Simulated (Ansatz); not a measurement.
# Carbon, simple cubic: r²SCAN0 at the r²SCAN geometry

Aim: see what exact exchange does to the levels, and what it costs. Spin polarisation is left out. The geometry was relaxed under r²SCAN beforehand and is kept. Exact exchange is dear, so the k-mesh is coarse, and r²SCAN is run on the same mesh for comparison.

Method: DFT, plane waves (500 eV) with PBE-made PAW files, scalar-relativistic; functionals as named at each step, in Ansatz 0.2.0.

### 1 The starting structure

The structure is cubic, space group Pm-3m (No. 221). The conventional cell has a = 1.770 Å, b = 1.770 Å, c = 1.770 Å, α = 90.00°, β = 90.00°, γ = 90.00°. C (site symmetry m-3m) is surrounded by 6 C at 1.77 Å.

As a file:

```cif
data_structure
_symmetry_space_group_name_H-M 'P 1'
_symmetry_Int_Tables_number 1
_cell_length_a 1.7700
_cell_length_b 1.7700
_cell_length_c 1.7700
_cell_angle_alpha 90.000
_cell_angle_beta 90.000
_cell_angle_gamma 90.000
_cell_volume 5.54
loop_
_atom_site_label
_atom_site_type_symbol
_atom_site_fract_x
_atom_site_fract_y
_atom_site_fract_z
_atom_site_occupancy
C1 C 0.00000 0.00000 0.00000 1
```

### 2 r²SCAN on the coarse mesh

The run with r²SCAN.

Contents of input.yaml:

```yaml
crystal:
  lattice:
    - [1.7699689495, 0.0, 0.0]
    - [0.0, 1.7699689495, 0.0]
    - [0.0, 0.0, 1.7699689495]
  atoms:
    - { symbol: C, position: [0.0, 0.0, 0.0] }
hamiltonian:
  xc: r2scan
  pseudopotentials:
    kind: paw
    azcp:
      C: "pseudopotentials/C.paw.azcp"
basis:
  ecutwfc: 500
  fft_grid_basis: typed
kpoints:
  mp_grid: { grid: [9, 9, 9], shift: [0, 0, 0] }
magnetization:
  spin_polarized: false
scf:
  occupations: { method: fermi_dirac, width: 0.1 }
```

Started as:

```bash
$ ansatz run input.yaml --threads 4 --pin off --max-ram 8192MiB --backend cpu --events-out ev --progress --plain --runs-dir out
```

### 3 r²SCAN0 on the coarse mesh

The run with r²SCAN0.

Edit input.yaml of step 2 so:

```diff
@@ -8,3 +8,3 @@
 hamiltonian:
-  xc: r2scan
+  xc: r2scan0
   pseudopotentials:
@@ -22 +22,6 @@
   occupations: { method: fermi_dirac, width: 0.1 }
+output:
+  write_density: true
+  write_potential: true
+  elf: true
+  volumetric_format: npy
```

(Steps that only read results are left out.)

Q: Predict the outcome of this session. Wanted: r²SCAN: gap; r²SCAN0: gap; r²SCAN0: relative to graphite.

**Answer**, as computed:

| quantity | value |
| --- | --- |
| r²SCAN: gap | none (levels filled in part) |
| r²SCAN0: gap | none (levels filled in part) |
| r²SCAN0: SCF cycles, exchange loops | 25, 6 |
| r²SCAN0: CPU time over that of r²SCAN | 22 |
| r²SCAN0: relative to graphite | +3153 meV/atom |

In words: Neither r²SCAN nor r²SCAN0 shows a clean gap on this mesh. r²SCAN0 cost 22 times the CPU time of r²SCAN. The exchange operator of r²SCAN0 was renewed in 6 outer loops. The dense-mesh value adds +14.9 meV/atom, the change that r²SCAN shows between the coarse mesh and its own dense run (not shown). Under r²SCAN0 it lies 3153 meV/atom above graphite (computed apart in the same way); on such meshes a few tens of meV are uncertain for metals. The total energies in the logs cannot be compared from one functional to another.
